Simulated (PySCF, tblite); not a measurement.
# C4H10ClPSi2: geometry, infrared bands and NMR shifts

Aim: predict the infrared bands and NMR shifts of C4H10ClPSi2 (`C=C1[C@@H](Cl)[SiH2]C[Si@@H]1P`).

Programs: tblite 0.8.0 and PySCF 2.14.0, with density-fitted response routines of our own. Each step states its level of theory. These are calculated values for one molecule in the gas phase, unless marked as measured. Atoms count from 0, in the outputs and in this text.

### Step 1. The starting structure

18 atoms, charge 0, multiplicity 1; geometry from: force field or distance geometry start.

Bonds of the start (Å): C0–C1 1.32, C1–C2 1.47, C2–Cl3 1.79, C2–Si4 1.86, Si4–C5 1.87, C5–Si6 1.85, Si6–P7 2.19, Si6–C1 1.86, C0–H8 1.08, C0–H9 1.11, C2–H10 1.12, Si4–H11 1.46, Si4–H12 1.47, C5–H13 1.12, C5–H14 1.10, Si6–H15 1.45, P7–H16 1.47, P7–H17 1.46.

### Step 2. Optimising the geometry with GFN2-xTB

Job settings and geometry (Å):

```
{"job": {"kind": "relax", "xc": "GFN2-xTB", "basis": "xTB"}, "charge": 0, "multiplicity": 1}
C     -0.716500     1.984600     0.564200
C     -0.629500     0.914000    -0.203100
C     -1.743000     0.107200    -0.712500
Cl    -1.813900     0.355000    -2.480100
Si    -1.274100    -1.644500    -0.302600
C      0.563200    -1.656600    -0.629700
Si     0.952800     0.141400    -0.789400
P      2.715800     0.803100     0.322300
H      0.122800     2.553800     0.937500
H     -1.748700     2.306400     0.827300
H     -2.730000     0.382000    -0.271700
H     -1.635600    -2.008600     1.063300
H     -1.917600    -2.553100    -1.266300
H      1.116900    -2.165000     0.198300
H      0.766000    -2.172000    -1.578200
H      1.116800     0.490400    -2.185700
H      2.967600     2.198200    -0.066100
H      3.878100    -0.030200     0.031200
```

Command:

```console
> OMP_NUM_THREADS=1 python probes_run.py task.json out
```

One launch serves the whole session: the jobs run in the order shown.

**Question.** This job is followed by: GFN2-xTB harmonic vibrations, gas phase; GIAO PBE0/pcSseg-1 NMR shielding, non-relativistic, gas phase. What will the session give for the following? strongest single infrared mode (GFN2-xTB); zero-point energy (GFN2-xTB); 13C shifts against TMS (PBE0/pcSseg-1); 1H shifts against TMS (PBE0/pcSseg-1, means over atoms taken as alike); 35Cl shifts against HCl (PBE0/pcSseg-1); 29Si shifts against TMS (PBE0/pcSseg-1); 31P shifts against H3PO4 (PBE0/pcSseg-1); surface potential, 1st and 99th percentile.

As calculated:

```
                                                              quantity                                                      value
                             strongest single infrared mode (GFN2-xTB)                                      2250 cm⁻¹, 362 km/mol
                                          zero-point energy (GFN2-xTB)                                              74.9 kcal/mol
                                13C shifts against TMS (PBE0/pcSseg-1)                              159.7, 133.7, 56.9, -13.2 ppm
1H shifts against TMS (PBE0/pcSseg-1, means over atoms taken as alike)  6.29, 5.61, 5.53, 4.57, 4.49, 4.05, 1.16, 0.50, -0.06 ppm
                               35Cl shifts against HCl (PBE0/pcSseg-1)                                                    171 ppm
                               29Si shifts against TMS (PBE0/pcSseg-1)                                           -17.6, -21.7 ppm
                              31P shifts against H3PO4 (PBE0/pcSseg-1)                                                 -306.2 ppm
                                 surface potential, 1st and 99th percentile                                         -0.84 V and 1.05 V
```

What this shows: Over 87 steps the energy fell by 0.989 eV; of the close pairs, P7–H16 changed most, 1.470 to 1.382 Å. All 48 modes are real, so the xTB geometry is a minimum. The strongest single mode, at 2250 cm⁻¹, moves mainly H11. Unscaled tight-binding wavenumbers are off by several per cent, some by more. Its intensities can rank the bands wrongly. C1 (fully substituted alkene carbon) lies farthest downfield among carbon, at 159.7 ppm; the olefinic region. At PBE0/pcSseg-1: The largest span, 490 ppm, is at Cl3, where the paramagnetic term is -368 ppm. By nearest atom (PBE0/pcSseg-1), the HOMO sits on P7 60 %; Si6 10 % and the LUMO on C0, C1 about 24 % each; Cl3 10 %.
